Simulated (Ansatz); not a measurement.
# CH₆NPSi: small, medium and large basis sets

One table from this session's results is given with a row withheld; the runs are named, their logs left out.

Program: Ansatz 0.2.0, Gaussian basis. Level of theory: one geometry, several basis sets. These are calculated values, not measurements.

The runs, in order: PBE0-D4/def2-SVP; ωB97M-V/def2-SVP; PBE0-D4/def2-QZVPP; ωB97M-V/def2-QZVPP; the functionals' def2-TZVPP values are taken from earlier runs.

### Structure used throughout

The geometry comes from an earlier relaxation with PBE0-D4 in a triple-zeta def2 set; it is a stationary point, not always the lowest conformer.

SMILES `C[SiH]1NP1`, 10 atoms, charge 0, spin multiplicity 1.

Atoms are counted from 1 here; the program's logs count them from 0.

Bond lengths: C1–Si2 1.855 Å, C1–H5 1.093 Å, C1–H6 1.091 Å, C1–H7 1.092 Å, Si2–N3 1.721 Å, Si2–P4 2.182 Å, Si2–H8 1.484 Å, N3–P4 1.793 Å, N3–H9 1.007 Å, P4–H10 1.429 Å. Angles: Si2–C1–H5 110.4°, Si2–C1–H6 110.0°, Si2–C1–H7 110.8°, H5–C1–H6 108.7°, H5–C1–H7 108.1°, H6–C1–H7 108.8°, C1–Si2–N3 116.7°, C1–Si2–P4 126.4°, C1–Si2–H8 113.1°, N3–Si2–P4 53.1°, N3–Si2–H8 118.1°, P4–Si2–H8 116.2°, Si2–N3–P4 76.8°, Si2–N3–H9 129.8°, P4–N3–H9 117.2°, Si2–P4–N3 50.1°, Si2–P4–H10 98.1°, N3–P4–H10 97.2°.

Geometry (Å):

| atom | x (Å) | y (Å) | z (Å) |
| --- | --- | --- | --- |
| C1 | -1.2343 | 0.4808 | -0.7532 |
| Si2 | 0.1142 | -0.6430 | -0.1547 |
| N3 | 0.7601 | -0.3110 | 1.4053 |
| P4 | 2.1651 | -0.0679 | 0.3188 |
| H5 | -2.2005 | 0.1659 | -0.3496 |
| H6 | -1.0378 | 1.5043 | -0.4303 |
| H7 | -1.2991 | 0.4611 | -1.8436 |
| H8 | -0.0962 | -2.0617 | -0.5375 |
| H9 | 0.8892 | -0.9243 | 2.1940 |
| H10 | 2.0223 | 1.3444 | 0.1535 |

The first run:

File in.yaml:

```yaml
crystal:
  periodic: [false, false, false]
  atoms:
    - {symbol: C, position_ang: [-1.234253, 0.480799, -0.753178]}
    - {symbol: Si, position_ang: [0.114211, -0.642961, -0.154690]}
    - {symbol: N, position_ang: [0.760135, -0.310964, 1.405256]}
    - {symbol: P, position_ang: [2.165148, -0.067917, 0.318777]}
    - {symbol: H, position_ang: [-2.200484, 0.165865, -0.349558]}
    - {symbol: H, position_ang: [-1.037764, 1.504347, -0.430343]}
    - {symbol: H, position_ang: [-1.299092, 0.461057, -1.843559]}
    - {symbol: H, position_ang: [-0.096219, -2.061662, -0.537452]}
    - {symbol: H, position_ang: [0.889166, -0.924280, 2.194023]}
    - {symbol: H, position_ang: [2.022251, 1.344417, 0.153523]}
basis:
  gaussian: {orbitals: def2-SVP}
hamiltonian: {xc: pbe0, dispersion: d4}
output: {orbitals: {seedname: orbitals}}
```

The run is started by

```
$ ansatz run in.yaml --threads 2 --pin off --events-out ev --progress --plain --max-ram 4352MiB
```

Steps of the session up to this table: PBE0-D4 in def2-SVP; ωB97M-V in def2-SVP; PBE0-D4 in def2-QZVPP; ωB97M-V in def2-QZVPP.

One of the session's tables, all rows but one given; the rest of the session is left out.

It belongs to the step «Density functionals: the series». 

```
functional       basis  HOMO (eV)  LUMO (eV)
   PBE0-D4    def2-SVP      -6.68       0.16
   PBE0-D4  def2-TZVPP      -6.81      -0.14
   PBE0-D4  def2-QZVPP          ?          ?
   ωB97M-V    def2-SVP      -8.83       2.13
   ωB97M-V  def2-TZVPP      -8.93       1.70
   ωB97M-V  def2-QZVPP      -8.95       1.41
```

**Question.** Estimate the row for PBE0-D4, def2-QZVPP.

**Answer.** HOMO (eV): -6.85; LUMO (eV): -0.24. In the column «HOMO (eV)» it lies between ωB97M-V, def2-SVP (-8.83) and PBE0-D4, def2-TZVPP (-6.81).
